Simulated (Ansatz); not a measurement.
**SnH₄O + HCl: a complex and its separated parts**

Aim: how far the complex at one end of a reaction step lies below its separated, relaxed parts, level by level.

Program: Ansatz 0.2.0, Gaussian basis. Level of theory: PBE0-D4/def2-TZVP structures, single points in def2-TZVPP, no counterpoise correction. These are calculated values, not measurements.

Levels: SPW92, PBE-D4, BLYP-D4, r2SCAN-D4, B97M-V, PBE0-D4, B3LYP-D4, r2SCAN0-D4, BHLYP-D4, CAM-B3LYP-D4, wB97X-V, wB97M-V, B2PLYP, PBE-QIDH, RPA on PBE, Hartree-Fock, MP2, CCSD, CCSD(T).

Cores are frozen in the correlated methods. Filled d shells of the heavier atoms are correlated. Core potentials replace the inner electrons past krypton, and spin-orbit coupling is left out. B3LYP uses VWN-RPA correlation. B2PLYP carries no dispersion term here.

88 further runs of the same task are left out: 88 set aside as unsound or not needed.

## (1) Starting geometry

The complex: 8 atoms, charge 0, spin multiplicity 1.

Atoms are counted from 1 here; the program's logs count them from 0.

Bond lengths: Sn1–H3 1.693 Å, Sn1–H4 1.704 Å, Sn1–H5 1.702 Å, Sn1–O7 1.997 Å, Cl2–H6 1.327 Å, O7–H8 0.960 Å. Angles: H3–Sn1–H4 114.1°, H3–Sn1–H5 114.4°, H3–Sn1–O7 102.2°, H4–Sn1–H5 112.1°, H4–Sn1–O7 105.7°, H5–Sn1–O7 107.1°, Sn1–O7–H8 114.7°.

Coordinates:

```xyz
8
charge 0, multiplicity 1
Sn   -0.52823    0.99156   -0.37838
Cl    0.92477   -2.83086   -0.40690
H    -1.74179    0.08354   -1.13191
H    -1.10784    2.31815    0.52036
H     0.76255    1.42387   -1.40061
H     0.62100   -1.74731    0.29597
O     0.19288   -0.29784    0.96459
H     0.87666    0.05879    1.53679
```

Its parts: SnH₄O holds atoms 1, 3, 4, 5, 7, 8; HCl holds atoms 2, 6. Each part counts its atoms afresh in its own runs.

## (2) Relaxing SnH₄O alone

Contents of relax-a/in.yaml:

```yaml
crystal:
  periodic: [false, false, false]
  atoms:
    - {symbol: Sn, position_ang: [-0.528228, 0.991556, -0.378380]}
    - {symbol: H, position_ang: [-1.741795, 0.083542, -1.131910]}
    - {symbol: H, position_ang: [-1.107839, 2.318146, 0.520355]}
    - {symbol: H, position_ang: [0.762545, 1.423872, -1.400614]}
    - {symbol: O, position_ang: [0.192884, -0.297843, 0.964591]}
    - {symbol: H, position_ang: [0.876664, 0.058791, 1.536793]}
basis:
  gaussian: {orbitals: def2-TZVP}
hamiltonian: {xc: pbe0, dispersion: d4}
relax: {f_tol: 0.005, max_steps: 200}
```

The run is started by

```console
$ ansatz run in.yaml --threads 4 --pin off --events-out ev --progress --plain --max-ram 9574MiB
```

The runs that follow: Relaxing HCl alone; SPW92/def2-TZVPP; PBE-D4/def2-TZVPP; BLYP-D4/def2-TZVPP; r2SCAN-D4/def2-TZVPP; B97M-V/def2-TZVPP; PBE0-D4/def2-TZVPP; B3LYP-D4/def2-TZVPP; r2SCAN0-D4/def2-TZVPP; BHLYP-D4/def2-TZVPP; CAM-B3LYP-D4/def2-TZVPP; wB97X-V/def2-TZVPP; wB97M-V/def2-TZVPP; B2PLYP/def2-TZVPP; PBE-QIDH/def2-TZVPP; RPA on PBE/def2-TZVPP; CCSD(T)/def2-TZVPP; Vibrations of SnH₄O; Vibrations of HCl.

Before running it: what results should come out? Wanted: complex less parts, CCSD(T)/def2-TZVPP; with zero-point energy; largest T1 diagnostic.

As calculated:

```
                              quantity         value
complex less parts, CCSD(T)/def2-TZVPP  -29.5 kJ/mol
                with zero-point energy  -22.6 kJ/mol
                 largest T1 diagnostic         0.014
```

At CCSD(T) the complex lies 29.5 kJ/mol below its parts. Among the functionals B2PLYP lands nearest to CCSD(T) (-0.5 kJ/mol) and SPW92 farthest (-27.0 kJ/mol). By rung, the mean size of the error is: LDA 27.0, GGA 9.4, meta-GGA 4.7, hybrid 6.4, range-separated hybrid 4.2, double hybrid 1.8 kJ/mol. PBE-D4 gives a relative energy 10.8 kJ/mol too low, outside chemical accuracy (1 kcal/mol, 4.2 kJ/mol). No counterpoise was applied, and triple zeta lacks some correlation, so the CCSD(T) reference has a basis error of its own, and close matches with it are partly luck.
